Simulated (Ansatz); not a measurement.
# Sn(NCS)H3 (CH3NSSn): a short trajectory

Aim: follow Sn(NCS)H3 (CH3NSSn) for 15 steps with a Nosé-Hoover thermostat (1500 K) and see how far bonds stretch and how energy moves between motion and potential.

Method: r2SCAN/def2-SVP with D3(BJ) dispersion; program: Ansatz 0.2.0, Gaussian basis.

3 further runs of the same task are left out: 1 that didn't finish, 2 set aside as unsound or not needed. Runs told in other sessions of the task aren't counted.

### Step 1. The geometry

The structure was relaxed beforehand with PBE0-D4/def2-SVP. Sn takes the def2 core potential; no spin-orbit term is included.

7 atoms, charge 0, spin multiplicity 1.

Atoms are counted from 1 here; the program's logs count them from 0.

Bond lengths: Sn1–N2 2.034 Å, Sn1–H5 1.704 Å, Sn1–H6 1.704 Å, Sn1–H7 1.704 Å, N2–C3 1.192 Å, C3–S4 1.584 Å. Angles: N2–Sn1–H5 105.2°, N2–Sn1–H6 105.2°, N2–Sn1–H7 105.2°, H5–Sn1–H6 113.4°, H5–Sn1–H7 113.4°, H6–Sn1–H7 113.4°, Sn1–N2–C3 179.0°, N2–C3–S4 179.9°.

### Step 2. Dynamics

Input file in.yaml:

```yaml
crystal:
  periodic: [false, false, false]
  atoms:
    - {symbol: Sn, position_ang: [-0.002236, -0.002465, -1.246872]}
    - {symbol: N, position_ang: [-0.005894, 0.015660, 0.787521]}
    - {symbol: C, position_ang: [0.001832, 0.007340, 1.979438]}
    - {symbol: S, position_ang: [0.010998, -0.001986, 3.563264]}
    - {symbol: H, position_ang: [1.643006, -0.002332, -1.691979]}
    - {symbol: H, position_ang: [-0.826973, 1.415996, -1.707628]}
    - {symbol: H, position_ang: [-0.820734, -1.432213, -1.683734]}
basis:
  gaussian: {orbitals: def2-SVP}
hamiltonian: {xc: {name: r2SCAN}, dispersion: d3bj}
md: {timestep: 1 fs, n_steps: 15, ensemble: nvt_nose_hoover, temperature: 1500, initial_velocities: maxwell_boltzmann, seed: 143}
scf: {omitted_lower_state_checks: [starts]}
```

Launch:

```sh
$ ansatz run in.yaml --threads 4 --pin off --events-out ev --progress --plain --max-ram 3916MiB
```

The log of the run:

```text
Warning: the engine holds no damping parameters fitted to this dispersion correction and functional, so the run takes those fitted to r2scan beside the three-body term, which d3bj leaves out (hamiltonian.dispersion, under Limitations)
Functional definition: r2SCAN
  name "r2SCAN"
  cite "Furness, Kaplan, Ning, Perdew & Sun, J. Phys. Chem. Lett. 11, 8208 (2020) doi:10.1021/acs.jpclett.0c02405"
  cite "Furness, Kaplan, Ning, Perdew & Sun, J. Phys. Chem. Lett. 11, 9248 (2020) doi:10.1021/acs.jpclett.0c03077"
  parent r2scan
  parameter k0 = 0.174
  parameter k1 = 0.065
  parameter a1 = 4.9479
  exchange = r2scan_x(k0 = k0, k1 = k1, a1 = a1)
  correlation = r2scan_c
these checks for a lower state are left out or cut short: starts
1000 factors; their error is unknown
mean field evaluation 1: about -19229.6343 eV, gradient 5.6e1 eV
mean field evaluation 2: about -19194.4261 eV, gradient 1.2e2 eV
mean field evaluation 4: about -19236.2705 eV, gradient 1.5e1 eV
mean field evaluation 8: about -19236.7551 eV, gradient 1.2e-1 eV
mean field -19236.75509595 eV, -706.9377106352 hartree, gradient 2.5e-5 eV, S^2 0.000000; 0 other end points of the search recorded, 0 dependent functions left out
the calculation of the forces begins
reference -19236.75510717 eV, -706.9377110475 hartree; 27, 27 occupied and 60, 60 virtual orbitals, 1000 factors
md step     0: t =     0.00 fs  T =  1500.0 K  F+E_penalty+E_count = -19236.79898682 eV  E_kin = 0.969450 eV  conserved = -19235.82953683 eV  (25 SCF iters)
these checks for a lower state are left out or cut short: starts, cluster_reference, orbital_swaps, neighbouring_geometries, increment
1000 factors; their error is unknown
mean field evaluation 16: about -19236.6978 eV, gradient 4.9e0 eV
mean field -19236.69367628 eV, -706.9354535039 hartree, gradient 2.5e-5 eV, S^2 0.000000; 0 other end points of the search recorded, 0 dependent functions left out
the calculation of the forces begins
reference -19236.69368748 eV, -706.9354539156 hartree; 27, 27 occupied and 60, 60 virtual orbitals, 1000 factors
md step     1: t =     1.00 fs  T =  1409.4 K  F+E_penalty+E_count = -19236.73762116 eV  E_kin = 0.910916 eV  conserved = -19235.82670672 eV  (30 SCF iters, 3 dispersion substeps)
these checks for a lower state are left out or cut short: starts, cluster_reference, orbital_swaps, neighbouring_geometries, increment
1000 factors; their error is unknown
mean field -19236.57147882 eV, -706.9309628300 hartree, gradient 1.4e-5 eV, S^2 0.000000; 0 other end points of the search recorded, 0 dependent functions left out
the calculation of the forces begins
reference -19236.57149000 eV, -706.9309632411 hartree; 27, 27 occupied and 60, 60 virtual orbitals, 1000 factors
md step     2: t =     2.00 fs  T =  1228.1 K  F+E_penalty+E_count = -19236.61548270 eV  E_kin = 0.793740 eV  conserved = -19235.82175615 eV  (30 SCF iters, 3 dispersion substeps)
these checks for a lower state are left out or cut short: starts, cluster_reference, orbital_swaps, neighbouring_geometries, increment
1000 factors; their error is unknown
mean field evaluation 32: about -19236.4617 eV, gradient 8.9e-2 eV
mean field -19236.46174029 eV, -706.9269300137 hartree, gradient 1.4e-5 eV, S^2 0.000000; 0 other end points of the search recorded, 0 dependent functions left out
the calculation of the forces begins
reference -19236.46175147 eV, -706.9269304244 hartree; 27, 27 occupied and 60, 60 virtual orbitals, 1000 factors
md step     3: t =     3.00 fs  T =  1063.9 K  F+E_penalty+E_count = -19236.50580654 eV  E_kin = 0.687616 eV  conserved = -19235.81824142 eV  (30 SCF iters, 3 dispersion substeps)
these checks for a lower state are left out or cut short: starts, cluster_reference, orbital_swaps, neighbouring_geometries, increment
1000 factors; their error is unknown
mean field -19236.41664231 eV, -706.9252726934 hartree, gradient 7.6e-6 eV, S^2 0.000000; 0 other end points of the search recorded, 0 dependent functions left out
the calculation of the forces begins
reference -19236.41665348 eV, -706.9252731038 hartree; 27, 27 occupied and 60, 60 virtual orbitals, 1000 factors
md step     4: t =     4.00 fs  T =   993.7 K  F+E_penalty+E_count = -19236.46076845 eV  E_kin = 0.642235 eV  conserved = -19235.81865610 eV  (30 SCF iters, 3 dispersion substeps)
these checks for a lower state are left out or cut short: starts, cluster_reference, orbital_swaps, neighbouring_geometries, increment
1000 factors; their error is unknown
mean field -19236.43125176 eV, -706.9258095809 hartree, gradient 1.5e-5 eV, S^2 0.000000; 0 other end points of the search recorded, 0 dependent functions left out
the calculation of the forces begins
reference -19236.43126292 eV, -706.9258099908 hartree; 27, 27 occupied and 60, 60 virtual orbitals, 1000 factors
md step     5: t =     5.00 fs  T =  1011.7 K  F+E_penalty+E_count = -19236.47542908 eV  E_kin = 0.653842 eV  conserved = -19235.82182173 eV  (31 SCF iters, 3 dispersion substeps)
these checks for a lower state are left out or cut short: starts, cluster_reference, orbital_swaps, neighbouring_geometries, increment
1000 factors; their error is unknown
mean field -19236.45916166 eV, -706.9268352505 hartree, gradient 1.7e-5 eV, S^2 0.000000; 0 other end points of the search recorded, 0 dependent functions left out
the calculation of the forces begins
reference -19236.45917280 eV, -706.9268356601 hartree; 27, 27 occupied and 60, 60 virtual orbitals, 1000 factors
md step     6: t =     6.00 fs  T =  1050.8 K  F+E_penalty+E_count = -19236.50338114 eV  E_kin = 0.679137 eV  conserved = -19235.82463791 eV  (30 SCF iters, 3 dispersion substeps)
these checks for a lower state are left out or cut short: starts, cluster_reference, orbital_swaps, neighbouring_geometries, increment
1000 factors; their error is unknown
mean field evaluation 64: about -19236.4567 eV, gradient 1.7e-5 eV
mean field -19236.45669107 eV, -706.9267444583 hartree, gradient 1.7e-5 eV, S^2 0.000000; 0 other end points of the search recorded, 0 dependent functions left out
the calculation of the forces begins
reference -19236.45670221 eV, -706.9267448676 hartree; 27, 27 occupied and 60, 60 virtual orbitals, 1000 factors
md step     7: t =     7.00 fs  T =  1046.0 K  F+E_penalty+E_count = -19236.50095062 eV  E_kin = 0.676052 eV  conserved = -19235.82549558 eV  (30 SCF iters, 3 dispersion substeps)
these checks for a lower state are left out or cut short: starts, cluster_reference, orbital_swaps, neighbouring_geometries, increment
1000 factors; their error is unknown
mean field -19236.40849084 eV, -706.9249731323 hartree, gradient 1.7e-5 eV, S^2 0.000000; 0 other end points of the search recorded, 0 dependent functions left out
the calculation of the forces begins
reference -19236.40850197 eV, -706.9249735413 hartree; 27, 27 occupied and 60, 60 virtual orbitals, 1000 factors
md step     8: t =     8.00 fs  T =   972.9 K  F+E_penalty+E_count = -19236.45279620 eV  E_kin = 0.628789 eV  conserved = -19235.82483971 eV  (31 SCF iters, 3 dispersion substeps)
these checks for a lower state are left out or cut short: starts, cluster_reference, orbital_swaps, neighbouring_geometries, increment
1000 factors; their error is unknown
mean field -19236.32341161 eV, -706.9218465283 hartree, gradient 1.7e-5 eV, S^2 0.000000; 0 other end points of the search recorded, 0 dependent functions left out
the calculation of the forces begins
reference -19236.32342274 eV, -706.9218469373 hartree; 27, 27 occupied and 60, 60 virtual orbitals, 1000 factors
md step     9: t =     9.00 fs  T =   843.5 K  F+E_penalty+E_count = -19236.36777111 eV  E_kin = 0.545144 eV  conserved = -19235.82371253 eV  (31 SCF iters, 3 dispersion substeps)
these checks for a lower state are left out or cut short: starts, cluster_reference, orbital_swaps, neighbouring_geometries, increment
1000 factors; their error is unknown
mean field -19236.22020275 eV, -706.9180536728 hartree, gradient 1.6e-5 eV, S^2 0.000000; 0 other end points of the search recorded, 0 dependent functions left out
the calculation of the forces begins
reference -19236.22021389 eV, -706.9180540820 hartree; 27, 27 occupied and 60, 60 virtual orbitals, 1000 factors
md step    10: t =    10.00 fs  T =   686.2 K  F+E_penalty+E_count = -19236.26462100 eV  E_kin = 0.443490 eV  conserved = -19235.82247315 eV  (30 SCF iters, 3 dispersion substeps)
these checks for a lower state are left out or cut short: starts, cluster_reference, orbital_swaps, neighbouring_geometries, increment
1000 factors; their error is unknown
mean field -19236.12139023 eV, -706.9144223794 hartree, gradient 1.6e-5 eV, S^2 0.000000; 0 other end points of the search recorded, 0 dependent functions left out
the calculation of the forces begins
reference -19236.12140137 eV, -706.9144227889 hartree; 27, 27 occupied and 60, 60 virtual orbitals, 1000 factors
md step    11: t =    11.00 fs  T =   536.3 K  F+E_penalty+E_count = -19236.16586413 eV  E_kin = 0.346622 eV  conserved = -19235.82083161 eV  (31 SCF iters, 3 dispersion substeps)
these checks for a lower state are left out or cut short: starts, cluster_reference, orbital_swaps, neighbouring_geometries, increment
1000 factors; their error is unknown
mean field evaluation 96: about -19236.0553 eV, gradient 3.0e-5 eV
mean field -19236.05531329 eV, -706.9119940966 hartree, gradient 1.7e-5 eV, S^2 0.000000; 0 other end points of the search recorded, 0 dependent functions left out
the calculation of the forces begins
reference -19236.05532444 eV, -706.9119945065 hartree; 27, 27 occupied and 60, 60 virtual orbitals, 1000 factors
md step    12: t =    12.00 fs  T =   437.3 K  F+E_penalty+E_count = -19236.09983095 eV  E_kin = 0.282616 eV  conserved = -19235.81904184 eV  (29 SCF iters, 3 dispersion substeps)
these checks for a lower state are left out or cut short: starts, cluster_reference, orbital_swaps, neighbouring_geometries, increment
1000 factors; their error is unknown
mean field -19236.04955800 eV, -706.9117825939 hartree, gradient 1.6e-5 eV, S^2 0.000000; 0 other end points of the search recorded, 0 dependent functions left out
the calculation of the forces begins
reference -19236.04956916 eV, -706.9117830039 hartree; 27, 27 occupied and 60, 60 virtual orbitals, 1000 factors
md step    13: t =    13.00 fs  T =   429.1 K  F+E_penalty+E_count = -19236.09410006 eV  E_kin = 0.277340 eV  conserved = -19235.81883906 eV  (32 SCF iters, 3 dispersion substeps)
these checks for a lower state are left out or cut short: starts, cluster_reference, orbital_swaps, neighbouring_geometries, increment
1000 factors; their error is unknown
mean field -19236.10562971 eV, -706.9138431913 hartree, gradient 1.5e-5 eV, S^2 0.000000; 0 other end points of the search recorded, 0 dependent functions left out
the calculation of the forces begins
reference -19236.10564087 eV, -706.9138436012 hartree; 27, 27 occupied and 60, 60 virtual orbitals, 1000 factors
md step    14: t =    14.00 fs  T =   512.1 K  F+E_penalty+E_count = -19236.15017268 eV  E_kin = 0.330985 eV  conserved = -19235.82158495 eV  (32 SCF iters, 3 dispersion substeps)
these checks for a lower state are left out or cut short: starts, cluster_reference, orbital_swaps, neighbouring_geometries, increment
1000 factors; their error is unknown
mean field -19236.18168436 eV, -706.9166381481 hartree, gradient 1.5e-5 eV, S^2 0.000000; 0 other end points of the search recorded, 0 dependent functions left out
the calculation of the forces begins
reference -19236.18169551 eV, -706.9166385578 hartree; 27, 27 occupied and 60, 60 virtual orbitals, 1000 factors
these checks for a lower state are left out or cut short: starts
1000 factors; their error is unknown
mean field -19236.18168436 eV, -706.9166381481 hartree, gradient 1.5e-5 eV, S^2 0.000000; 0 other end points of the search recorded, 0 dependent functions left out
the calculation of the forces begins
reference -19236.18169551 eV, -706.9166385578 hartree; 27, 27 occupied and 60, 60 virtual orbitals, 1000 factors
md step    15: t =    15.00 fs  T =   624.2 K  F+E_penalty+E_count = -19236.22620489 eV  E_kin = 0.403443 eV  conserved = -19235.82559146 eV  (13 SCF iters, 3 dispersion substeps)
Total energy: -19236.22621604 eV, -706.9182746570 hartree
Atom 0 at    -0.009728    -0.008553    -1.249364 Å, force     0.585236    -1.753513     1.467059 eV/Å
Atom 1 at     0.013654     0.233422     0.813112 Å, force     0.825873    -1.007333     0.311132 eV/Å
Atom 2 at     0.189364    -0.132165     1.959924 Å, force    -1.717099     2.177772    -0.009411 eV/Å
Atom 3 at    -0.039838    -0.012307     3.551508 Å, force     0.762538    -0.910300    -0.409672 eV/Å
Atom 4 at     1.659712    -0.085458    -1.509640 Å, force     0.102683    -0.003717    -0.375302 eV/Å
Atom 5 at    -0.830877     1.274537    -1.766047 Å, force    -0.732322     1.202613    -0.600954 eV/Å
Atom 6 at    -0.840568    -1.526009    -1.263387 Å, force     0.173090     0.294477    -0.382852 eV/Å
Dipole moment:    -0.002172    -0.011855    -1.139078 e Å
Checks for a lower state left out: starts
```

It took 34 s on 4 threads of Intel Xeon at 2.50GHz, shared host.

### Step 3. Frames and traces

Step by step, with energies from the first frame:

| time (fs) | T (K) | potential (meV) | conserved (meV) | Sn1–H6 (Å) |
| --- | --- | --- | --- | --- |
| 0.0 | 1500 | 0.0 | 0.00 | 1.704 |
| 1.0 | 1409 | 61.4 | 2.83 | 1.753 |
| 2.0 | 1228 | 183.5 | 7.78 | 1.795 |
| 3.0 | 1064 | 293.2 | 11.30 | 1.826 |
| 4.0 | 994 | 338.2 | 10.88 | 1.844 |
| 5.0 | 1012 | 323.6 | 7.71 | 1.847 |
| 6.0 | 1051 | 295.6 | 4.90 | 1.835 |
| 7.0 | 1046 | 298.0 | 4.04 | 1.808 |
| 8.0 | 973 | 346.2 | 4.70 | 1.769 |
| 9.0 | 843 | 431.2 | 5.82 | 1.722 |
| 10.0 | 686 | 534.4 | 7.06 | 1.672 |
| 11.0 | 536 | 633.1 | 8.71 | 1.626 |
| 12.0 | 437 | 699.2 | 10.50 | 1.591 |
| 13.0 | 429 | 704.9 | 10.70 | 1.576 |
| 14.0 | 512 | 648.8 | 7.95 | 1.582 |
| 15.0 | 624 | 572.8 | 3.95 | 1.609 |

Positions (Å) and forces (eV/Å) at 15.0 fs:

```xyz
7

Sn   -0.010   -0.009   -1.249    0.585   -1.754    1.467
N     0.014    0.233    0.813    0.826   -1.007    0.311
C     0.189   -0.132    1.960   -1.717    2.178   -0.009
S    -0.040   -0.012    3.552    0.763   -0.910   -0.410
H     1.660   -0.085   -1.510    0.103   -0.004   -0.375
H    -0.831    1.275   -1.766   -0.732    1.203   -0.601
H    -0.841   -1.526   -1.263    0.173    0.294   -0.383
```

### Step 4. Results

```
                              quantity                          value
                                length             15 steps of 1.0 fs
     temperature, first and last frame                    1500, 624 K
              temperature, second half  mean 630 K, from 429 to 973 K
                swing of the potential                        705 meV
largest change of the conserved energy                      11.30 meV
                       range of Sn1–H6               1.576 to 1.847 Å
```

**Reading.** The temperature starts at 1500 K and ranges from 429 to 1500 K; in so small a system it swings widely. The conserved energy moves by 11.30 meV, 1.6 % of the potential's swing, so the step is short enough for this stretch. Sn1–H6 swings most, by 0.27 Å; no bond breaks. A run of 15 fs gives no averages.
